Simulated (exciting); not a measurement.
# NdTl (Pm-3m) in exciting: reference runs

Aim: a first look at NdTl with PBEsol, on the cell as given.

Program: exciting (release sodium). These are calculated values, not measurements. Logs are shortened: lines on timing, memory, paths and dates and some standing lists are left out, and cuts for length are marked.

### Step 1. The structure

Symmetry: Pm-3m, No. 221, cubic system. The conventional cell has a = 3.848 Å, b = 3.848 Å, c = 3.848 Å, α = 90.00°, β = 90.00°, γ = 90.00°. Tl (site symmetry m-3m) is surrounded by 8 Nd at 3.33 Å. Around Nd (site symmetry m-3m) lie 8 Tl at 3.33 Å.

### Step 2. Single point, PBEsol, collinear spin, ferromagnetic start

The input, input.xml:

```xml
<input>
  <title>NdTl</title>
  <structure speciespath="./" tshift="false">
    <crystal scale="1">
      <basevect>7.271666127560 0.000000000000 0.000000000000</basevect>
      <basevect>0.000000000000 7.271666127560 0.000000000000</basevect>
      <basevect>0.000000000000 0.000000000000 7.271666127560</basevect>
    </crystal>
    <species speciesfile="Tl.xml" rmt="2.3">
      <atom coord="0.500000000000 0.500000000000 0.500000000000" bfcmt="0 0 0"/>
    </species>
    <species speciesfile="Nd.xml" rmt="2.3">
      <atom coord="0.000000000000 0.000000000000 0.000000000000" bfcmt="0 0 -8"/>
    </species>
  </structure>
  <groundstate do="fromscratch" ngridk="7 7 7" rgkmax="9.5" gmaxvr="14" lmaxapw="10" lmaxmat="10" lmaxvr="8" xctype="GGA_PBE_SOL" stype="Fermi Dirac" swidth="0.00183747" nempty="26" ValenceRelativity="iora*" epsengy="1e-05" epspot="1e-05" maxscl="90" tforce="true" outputlevel="normal">
    <spin reducebf="0.5"/>
  </groundstate>
</input>
```

Potentials or basis: all-electron LAPW+lo, shipped species files, valence relativity iora*.

On the command line:

```bash
$ OMP_NUM_THREADS=1 exciting_smp
```

INFO.OUT:

```text
================================================================================
EXCITING SODIUM started
[... 10 lines left out ...]

 Lattice vectors (cartesian) :
      7.2716661276      0.0000000000      0.0000000000
      0.0000000000      7.2716661276      0.0000000000
      0.0000000000      0.0000000000      7.2716661276

 Reciprocal lattice vectors (cartesian) :
      0.8640640531      0.0000000000      0.0000000000
      0.0000000000      0.8640640531      0.0000000000
      0.0000000000      0.0000000000      0.8640640531

 Unit cell volume                           :     384.5048225687
 Brillouin zone volume                      :       0.6451160008

 Species :    1 (Tl)
     parameters loaded from                 :    Tl.xml
     name                                   :    thallium
     nuclear charge                         :     -81.00000000
     electronic charge                      :      81.00000000
     atomic mass                            :  372567.96410000
     muffin-tin radius                      :       2.30000000
     # of radial points in muffin-tin       :     450

     atomic positions (lattice) :
       1 :   0.50000000  0.50000000  0.50000000

     magnetic fields (cartesian) :
       1 :   0.00000000  0.00000000  0.00000000

 Species :    2 (Nd)
     parameters loaded from                 :    Nd.xml
     name                                   :    neodymium
     nuclear charge                         :     -60.00000000
     electronic charge                      :      60.00000000
     atomic mass                            :  262933.43510000
     muffin-tin radius                      :       2.30000000
     # of radial points in muffin-tin       :     450

     atomic positions (lattice) :
       1 :   0.00000000  0.00000000  0.00000000

     magnetic fields (cartesian) :
       1 :   0.00000000  0.00000000 -8.00000000

 Total number of atoms per unit cell        :       2

 Spin treatment                             :    spin-polarised
 Global magnetic field (cartesian) :        0.00000000   0.00000000   0.00000000
 collinear magnetisation in z-direction

 Number of Bravais lattice symmetries       :      48
 Number of crystal symmetries               :      48

 k-point grid                               :       7    7    7
 Total number of k-points                   :      20
 k-point set is reduced with crystal symmetries

 R^MT_min * |G+k|_max (rgkmax)              :       9.50000000
 Species with R^MT_min                      :       1 (Tl)
 Maximum |G+k| for APW functions            :       4.13043478
 Maximum |G| for potential and density      :      14.00000000

 G-vector grid sizes                        :      36    36    36
 Total number of G-vectors                  :   17845

 Maximum angular momentum used for
     APW functions                          :      10
     computing H and O matrix elements      :      10
     potential and density                  :       8
     inner part of muffin-tin               :       2

 Total nuclear charge                       :    -141.00000000
 Total electronic charge                    :     141.00000000
 Total core charge                          :     108.00000000
 Total valence charge                       :      33.00000000

 Number of empty states                     :      26
 Total number of valence states             :      86

 Maximum Hamiltonian size                   :     501
 Maximum number of plane-waves              :     464
 Total number of local-orbitals             :      37

 Exchange-correlation type                  :      22
     PBEsol, Phys. Rev. Lett. 100, 136406 (2008)
     Generalised gradient approximation (GGA)

[... 20 lines left out ...]
+ SCF iteration number :    1                                                  +
++++++++++++++++++++++++++++++++++++++++++++++++++++++++++++++++++++++++++++++++
 Total energy                               :    -29780.21705432
 _______________________________________________________________
 Fermi energy                               :         0.40861026
 Kinetic energy                             :     33963.93533036
 Coulomb energy                             :    -63151.75168114
 Exchange energy                            :      -583.06948155
 Correlation energy                         :        -9.33122198
 No external B-field energy in total energy

 DOS at Fermi energy (states/Ha/cell)       :        49.88245450

 Electron charges :
     core                                   :       108.00000000
     core leakage                           :         0.00201639
     valence                                :        33.00000000
     interstitial                           :         8.16083491
     charge in muffin-tin spheres :
                  atom     1    Tl          :        78.65710446
                  atom     2    Nd          :        54.18206063
     total charge in muffin-tins            :       132.83916509
     total charge                           :       141.00000000
[... 338 lines left out ...]
 Moments :
     interstitial                           :         0.60057381
     moment in muffin-tin spheres :
                  atom     1    Tl          :         0.02687820
                  atom     2    Nd          :         3.42883029
     total moment in muffin-tins            :         3.45570849
     total moment                           :         4.05628231

 RMS change in effective potential (target) :  0.180714E-02  ( 0.100000E-04)
 Absolute change in total energy   (target) :   4.12716      ( 0.100000E-04)
 Charge distance                   (target) :  0.133615E-02  ( 0.100000E-04)
 Abs. change in max-nonIBS-force   (target) :   0.00000      ( 0.500000E-04)

++++++++++++++++++++++++++++++++++++++++++++++++++++++++++++++++++++++++++++++++
[... 10 further cycles ...]
+ SCF iteration number :   21                                                  +
++++++++++++++++++++++++++++++++++++++++++++++++++++++++++++++++++++++++++++++++
 Total energy                               :    -29909.66686394
 _______________________________________________________________
 Fermi energy                               :         0.33905034
 Kinetic energy                             :     33886.58612501
 Coulomb energy                             :    -63200.06896285
 Exchange energy                            :      -586.82122705
 Correlation energy                         :        -9.36279906
 No external B-field energy in total energy

 DOS at Fermi energy (states/Ha/cell)       :       186.59711954

 Electron charges :
     core                                   :       108.00000000
     core leakage                           :         0.00183221
     valence                                :        33.00000000
     interstitial                           :         5.85743506
     charge in muffin-tin spheres :
                  atom     1    Tl          :        78.41741400
                  atom     2    Nd          :        56.72515093
     total charge in muffin-tins            :       135.14256494
     total charge                           :       141.00000000
[... 343 lines left out ...]
 Moments :
     interstitial                           :         0.60843876
     moment in muffin-tin spheres :
                  atom     1    Tl          :         0.02719175
                  atom     2    Nd          :         3.41849543
     total moment in muffin-tins            :         3.44568719
     total moment                           :         4.05412595

 RMS change in effective potential (target) :  0.252360E-08  ( 0.100000E-04)
 Absolute change in total energy   (target) :  0.183996E-05  ( 0.100000E-04)
 Charge distance                   (target) :  0.118217E-08  ( 0.100000E-04)
 Abs. change in max-nonIBS-force   (target) :   0.00000      ( 0.500000E-04)

++++++++++++++++++++++++++++++++++++++++++++++++++++++++++++++++++++++++++++++++
| Convergency criteria checked for the last 2 iterations                       +
| Convergence targets achieved. Performing final SCF iteration                 +
++++++++++++++++++++++++++++++++++++++++++++++++++++++++++++++++++++++++++++++++
 Total energy                               :    -29909.66687331
 _______________________________________________________________
 Fermi energy                               :         0.33905037
 Kinetic energy                             :     33886.58612515
 Coulomb energy                             :    -63200.06897280
 Exchange energy                            :      -586.82122660
 Correlation energy                         :        -9.36279906
 No external B-field energy in total energy

 DOS at Fermi energy (states/Ha/cell)       :       186.59752224

 Electron charges :
     core                                   :       108.00000000
     core leakage                           :         0.00183221
     valence                                :        33.00000000
     interstitial                           :         5.85743573
     charge in muffin-tin spheres :
                  atom     1    Tl          :        78.41741423
                  atom     2    Nd          :        56.72515004
     total charge in muffin-tins            :       135.14256427
     total charge                           :       141.00000000

 Moments :
     interstitial                           :         0.60843876
     moment in muffin-tin spheres :
                  atom     1    Tl          :         0.02719175
                  atom     2    Nd          :         3.41849535
     total moment in muffin-tins            :         3.44568710
     total moment                           :         4.05412587

++++++++++++++++++++++++++++++++++++++++++++++++++++++++++++++++++++++++++++++++
+ Self-consistent loop stopped                                                 +
++++++++++++++++++++++++++++++++++++++++++++++++++++++++++++++++++++++++++++++++
 STATE.OUT is written

--------------------------------------------------------------------------------
- Writing atomic positions and forces                                          -
--------------------------------------------------------------------------------

 Atomic positions (lattice) :
 atom     1  Tl  :     0.50000000    0.50000000    0.50000000
 atom     2  Nd  :     0.00000000    0.00000000    0.00000000

 Total atomic forces including IBS (cartesian) :
 atom     1  Tl  :     0.00000000    0.00000000    0.00000000
 atom     2  Nd  :    -0.00000000    0.00000000   -0.00000000

 Atomic force components including IBS (cartesian) :
 atom     1  Tl  :    -0.00000000    0.00000000    0.00000000   HF force
                 :     0.00000000   -0.00000000   -0.00000000   core correction
                 :     0.00000000    0.00000000    0.00000000   IBS correction
 atom     2  Nd  :     0.00000000    0.00000000   -0.00000000   HF force
                 :    -0.00000000    0.00000000    0.00000000   core correction
                 :    -0.00000000   -0.00000000    0.00000000   IBS correction

********************************************************************************
[... 7 lines left out ...]
| EXCITING SODIUM stopped                                                      =
================================================================================
```

Wall time 5.6 min (1 thread of Arm Neoverse V1, shared host); peak memory 0.18 GiB.

Results:

```yaml
Free_energy: -813883.5564 eV
Band_gap_on_the_k_mesh: none (metal or under the smearing width)
Net_moment: 4.05 μB per cell
Site_moments: Tl +0.03; Nd +3.42 μB
All_electrons_inside_the_program's_atomic_spheres: Tl 78.42; Nd 56.73 (radii Tl 2.3, Nd 2.3 bohr)
```

Caveat: the magnetic or orbital state may not be the lowest; the log's total energy holds no entropy term; the free energy is that total less TS from the occupations; without U or exact exchange the open f shell lies at the Fermi level, which spoils levels, moments and volumes.
